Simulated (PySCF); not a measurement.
# C2H6N2Si (SMILES C1=N[SiH2]NC1): B2PLYP/ma-def2-SVP

What is the vertical ionisation energy of C2H6N2Si at B2PLYP/ma-def2-SVP? The job is set up through a Python script.

Program for the calculation: PySCF 2.14.0.

### 1 The molecule

C2H6N2Si has 11 atoms, charge 0, and is taken as a singlet. SMILES: `C1=N[SiH2]NC1`. Geometry: relaxed at GFN2-xTB. This is one conformer, not always the lowest.

Bond lengths: C1–N2 1.256 Å, N2–Si3 1.755 Å, Si3–N4 1.722 Å, C1–C5 1.502 Å, N4–C5 1.437 Å, C1–H6 1.085 Å, Si3–H7 1.460 Å, Si3–H8 1.461 Å, N4–H9 1.003 Å, C5–H10 1.099 Å, C5–H11 1.099 Å. Some angles: C1–N2–Si3 110.4°, N2–C1–C5 119.9°, N2–Si3–N4 92.2°, Si3–N4–C5 112.9°, C1–C5–N4 104.5°, N2–C1–H6 121.1°, C5–C1–H6 119.0°, N2–Si3–H7 110.8°, N2–Si3–H8 110.6°, N4–Si3–H7 113.3°.

### 2 A single-point energy at B2PLYP/ma-def2-SVP

The input, calc.py:

```python
from pyscf import gto, dft, mp

mol = gto.Mole()
mol.atom = '''
C    0.375680   1.289250   0.131490
N    0.918520   0.636210   1.056900
Si   0.477200  -1.058660   0.949450
N   -0.477740  -0.790420  -0.458310
C   -0.508310   0.589060  -0.860120
H    0.534560   2.358070   0.032070
H    1.653970  -1.886420   0.699900
H   -0.283090  -1.468040   2.128010
H   -1.051870  -1.426660  -0.978510
H   -1.519130   1.019820  -0.823210
H   -0.119790   0.737780  -1.877690
'''
mol.charge = 0
mol.max_memory = 1860
mol.basis = 'ma-def2-svp'
mol.verbose = 3
mol.spin = 0
mol.build()

ks = dft.RKS(mol, xc='0.53*HF + 0.47*B88, 0.73*LYP')
ks.grids.level = 4
ks.conv_tol = 1e-10
ks.kernel()
if not ks.converged:
    ks = ks.newton().run(ks.mo_coeff, ks.mo_occ)

pt = mp.MP2(ks, frozen=9).run()
etot = ks.e_tot + 0.27 * pt.e_corr
print('PT2 part  %.8f' % (0.27 * pt.e_corr))
print('E(%s) = %.9f' % ('B2PLYP', etot))
```

Launch:

```
$ OMP_NUM_THREADS=1 python calc.py
```

The program printed:

```text
converged SCF energy = -478.031514533461
E(RMP2) = -478.83278331197  E_corr = -0.801268778508859
E(SCS-RMP2) = -478.815916249367  E_corr = -0.784401715906386
PT2 part  -0.21634257
E(B2PLYP) = -478.247857104
```

Run time: 21 s. Hardware: 1 thread of Arm Neoverse V2, shared host; peak memory 0.55 GiB.

### 3 The doublet cation, same level

The input, job.py:

```python
from pyscf import gto, dft, mp

mol = gto.M(
    atom='''
C        0.375680       1.289250       0.131490
N        0.918520       0.636210       1.056900
Si       0.477200      -1.058660       0.949450
N       -0.477740      -0.790420      -0.458310
C       -0.508310       0.589060      -0.860120
H        0.534560       2.358070       0.032070
H        1.653970      -1.886420       0.699900
H       -0.283090      -1.468040       2.128010
H       -1.051870      -1.426660      -0.978510
H       -1.519130       1.019820      -0.823210
H       -0.119790       0.737780      -1.877690
''',
    charge=1,
    basis='ma-def2-svp',
    verbose=3,
    spin=1,
    max_memory=1860,
)

mf = dft.UKS(mol, xc='0.53*HF + 0.47*B88, 0.73*LYP')
mf.conv_tol = 1e-10
mf.grids.level = 4
mf.kernel()
if not mf.converged:
    mf = mf.newton().run(mf.mo_coeff, mf.mo_occ)

pt = mp.MP2(mf, frozen=9).run()
energy = mf.e_tot + 0.27 * pt.e_corr
print('PT2 part  %.8f' % (0.27 * pt.e_corr))
print('E(%s) = %.9f' % ('B2PLYP', energy))
```

Launch:

```
$ OMP_NUM_THREADS=1 python job.py
```

The program printed:

```text
WARN: HOMO -0.267789949311155 >= LUMO -0.267789949311156

converged SCF energy = -477.708983761499  <S^2> = 0.75912541  2S+1 = 2.0091047
E(UMP2) = -478.47215679787  E_corr = -0.763173036370914
E(SCS-UMP2) = -478.457023788286  E_corr = -0.748040026786835
PT2 part  -0.20605672
E(B2PLYP) = -477.915040481
```

Wall time 60 s (1 thread of Arm Neoverse V2, shared host); peak memory 0.57 GiB.

### 4 Outcome

At B2PLYP/ma-def2-SVP, 9 core orbitals frozen:

| quantity | value |
| --- | --- |
| singlet C2H6N2Si: total energy | -478.24786 Eh |
| singlet C2H6N2Si: dipole moment (SCF part) | 2.80 D |
| singlet C2H6N2Si: HOMO energy (SCF part's orbitals) | -8.15 eV |
| singlet C2H6N2Si: LUMO energy (SCF part's orbitals) | 0.56 eV |
| singlet C2H6N2Si: HOMO–LUMO gap (SCF part's orbitals) | 8.71 eV |
| doublet cation: total energy | -477.91504 Eh |
| doublet cation: HOMO energy (SCF part's orbitals) (highest over α and β) | -13.85 eV |
| doublet cation: LUMO energy (SCF part's orbitals) (lowest over α and β) | -9.45 eV |
| doublet cation: ⟨S²⟩ | 0.759 |
| vertical ionisation energy (to the doublet cation) | 9.056 eV |

In words: The vertical ionisation energy comes to 9.06 eV (874 kJ/mol). −ε(HOMO) before ionisation, 8.15 eV, is 0.91 eV below this ionisation energy. Mulliken charges (singlet C2H6N2Si) run from -1.10 on N4 to +0.82 on Si3; they depend strongly on the basis. Mulliken charges (doublet cation) run from -0.62 on N4 to +0.65 on Si3; they depend strongly on the basis.
